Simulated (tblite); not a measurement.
# C4H10GeN2: the cost of one run

The runs use tblite 0.8.0 and PySCF 2.14.0, with density-fitted response routines of our own; the level of theory stands in each step. All values are computed, except where a source is named. Atoms count from 0, in the outputs and in this text.

## 1. The starting structure

17 atoms, charge 0, multiplicity 1; geometry from: force field or distance geometry start.

Bonds of the start (Å): C0–C1 1.48, C1–C2 1.50, C2–N3 1.45, N3–Ge4 1.88, Ge4–C5 1.89, C5–N6 1.16, C0–H7 1.10, C0–H8 1.12, C0–H9 1.14, C1–H10 1.13, C1–H11 1.12, C2–H12 1.11, C2–H13 1.12, N3–H14 1.05, Ge4–H15 1.55, Ge4–H16 1.54.

## 2. Relaxing the molecule with GFN2-xTB

The job: settings as JSON, then the geometry in Å.

```
{"job": {"kind": "relax", "xc": "GFN2-xTB", "basis": "xTB"}, "charge": 0, "multiplicity": 1}
C     -2.332900    -0.162000    -0.666000
C     -1.567500     0.427800     0.453600
C     -0.069700     0.386800     0.336500
N      0.456500    -0.958900     0.197700
Ge     2.326500    -0.831300     0.060300
C      2.870400     0.965600     0.261400
N      3.193400     2.076900     0.386200
H     -1.748500    -0.741700    -1.394200
H     -2.826700     0.687100    -1.214400
H     -3.150700    -0.814400    -0.212600
H     -1.869600    -0.049000     1.437000
H     -1.894600     1.493400     0.571700
H      0.303400     0.997300    -0.512600
H      0.437300     0.793600     1.243700
H      0.099900    -1.282200    -0.738300
H      2.761100    -1.272000    -1.358500
H      3.004500    -1.705000     1.138700
```

Command:

```console
$ OMP_NUM_THREADS=1 python probes_run.py task.json out
```

This one command runs all jobs of the session in turn.

Q: Estimate the wall time and peak memory of this first job on 1 thread of Arm Neoverse N1, shared host.

About 1.9 s, with a peak of 0.18 GiB.
